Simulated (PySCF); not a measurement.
# MgSe with other numerical set-ups

Aim: see how much the energy and properties of MgSe depend on the numerical set-up.

Computed with PySCF 2.14.0. Level: each script names its method and basis.

7 further runs of the same task are left out: 7 that didn't finish.

**1. The starting structure**

MgSe: 2 atoms, charge 0, spin multiplicity 1.

Bond lengths: Mg1–Se2 2.412 Å.

**2. Base script**

input.py

```python
from pyscf import gto, scf, mp

mol = gto.M(
    atom='Mg 0 0 0; Se 0 0 2.412',
    basis='6-31g*',
    charge=0,
    spin=0,
    symmetry=True,
    verbose=3,
)
mf = scf.RHF(mol)
mf.kernel()
mp.MP2(mf, frozen=10).kernel()
mf.dip_moment()
print('orbital energies (hartree):', mf.mo_energy[..., max(0, mol.nelec[1]-3):mol.nelec[0]+3].round(4))
```

Run with:

```
$ OMP_NUM_THREADS=1 python input.py
```

**3. Cartesian functions on**

Run 1 changes Cartesian functions: off → on.

Edit input.py of step 2 so:

```diff
@@ -8,2 +8,3 @@
     symmetry=True,
+    cart=True,
     verbose=3,
```

**4. Def2-svp**

Run 2 changes basis set: 6-31g* → def2-svp.

Edit input.py of step 2 so:

```diff
@@ -4,3 +4,3 @@
     atom='Mg 0 0 0; Se 0 0 2.412',
-    basis='6-31g*',
+    basis='def2-svp',
     charge=0,
```

**5. Pcseg-1**

Run 3 changes basis set: 6-31g* → pcseg-1.

Edit input.py of step 2 so:

```diff
@@ -4,3 +4,3 @@
     atom='Mg 0 0 0; Se 0 0 2.412',
-    basis='6-31g*',
+    basis='pcseg-1',
     charge=0,
```

**Question.** What will these runs give? Wanted: for each run, E(SCF); from base; gap; SCF dipole; after the SCF.

As calculated:

| run | E(SCF) (hartree) | from base (eV) | gap (eV) | SCF dipole (D) | functions | after the SCF |
| --- | --- | --- | --- | --- | --- | --- |
| base | -2599.123073 | 0 | 6.10 | 8.80 | 50 | MP2 correlation -7.938 eV, core frozen |
| Cartesian functions on | -2599.126779 | -0.1008 | 6.10 | 8.81 | n/a | MP2 correlation -8.282 eV, core frozen |
| def2-svp | -2599.068336 | +1.4894 | 6.02 | 8.60 | 50 | MP2 correlation -7.316 eV, core frozen |
| pcseg-1 | -2599.096297 | +0.7286 | 6.32 | 8.97 | 37 | MP2 correlation -3.944 eV, core frozen |

**Reading.** Of the runs whose energies can be compared, “def2-svp” moves the SCF energy most (+1.489 eV). def2-svp (50 functions) gives an energy 1.49 eV higher than 6-31g* (50). pcseg-1 (37 functions) gives an energy 0.73 eV higher than 6-31g* (50).
